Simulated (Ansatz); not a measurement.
What does this script print? It uses Ansatz 0.2.0, Python API.

Input file `ch3te2.xyz`:
```text
6

C    -0.33150    0.45050   -0.31720
Te   -0.03070   -0.22830    1.65640
Te    1.65200   -2.16660    0.65300
H    -0.74250   -0.30600   -0.94950
H     0.58050    0.82010   -0.79620
H    -1.08580    1.36640   -0.29260
```

`run_scan.py`
```python
import ansatz as az
import numpy as np

molecule = az.Crystal.molecule_from_extxyz("ch3te2.xyz")

symbols = [site.symbol for site in molecule.cartesian_sites]
start = np.array([site.position_ang for site in molecule.cartesian_sites])
axis = (start[2] - start[1]) / np.linalg.norm(start[2] - start[1])
moving = [2]
lengths, energies = [2.34, 2.54, 2.76, 3.03, 3.44, 4.13, 4.96, 6.06], []
for length in lengths:
    xyz = start.copy()
    xyz[moving] += (length - np.linalg.norm(start[2] - start[1])) * axis
    point = az.Crystal.molecule()
    for symbol, place in zip(symbols, xyz):
        point = point.atom(symbol, place.tolist())
    job = (
        point.calculation()
        .basis(gaussian="def2-SVP")
        .functional("b3lyp")
        .spin("collinear", total=1)
        .accuracy("medium")
        .scf(lower_state_search="standard")
    )
    rep = job.run(threads=1, pin="off").report
    energies.append(rep["free_energy_ev"])
    print(f"r = {length:6.3f} A  E = {energies[-1]:.5f} eV  <S^2> = {abs(rep['mean_field']['state']['spin_squared']):.3f}")

print("energy above the lowest point (eV):", [round(e - min(energies), 3) for e in energies])
```

`python run_scan.py` gives:
```text
r =  2.340 A  E = -15675.34434 eV  <S^2> = 0.752
r =  2.540 A  E = -15676.27763 eV  <S^2> = 0.752
r =  2.760 A  E = -15676.41478 eV  <S^2> = 0.752
r =  3.030 A  E = -15676.05155 eV  <S^2> = 0.753
r =  3.440 A  E = -15675.24711 eV  <S^2> = 0.796
r =  4.130 A  E = -15674.47970 eV  <S^2> = 1.517
r =  4.960 A  E = -15674.29157 eV  <S^2> = 1.727
r =  6.060 A  E = -15674.26145 eV  <S^2> = 1.752
energy above the lowest point (eV): [1.07, 0.137, 0.0, 0.363, 1.168, 1.935, 2.123, 2.153]
```

These settings explore the input space; basis and method may be short of convergence. The rest of the molecule is held rigid at a force-field or estimated start geometry, and the basis set is modest; single-reference methods fail as a bond breaks. def2 sets replace the cores of elements past krypton by effective core potentials. The species is open-shell (spin multiplicity 2). The expectation value of S² is noticeably off S(S+1) in at least one run, so that state is spin-contaminated. b3lyp holds the VWN-RPA fit, as in Gaussian; the form of ORCA and Turbomole is b3lyp5. Spin-orbit coupling of the heavy open-shell atom is left out. Hardware and time: 3.5 min on 1 thread of Arm Neoverse V1 (shared host), peak memory 0.38 GiB.
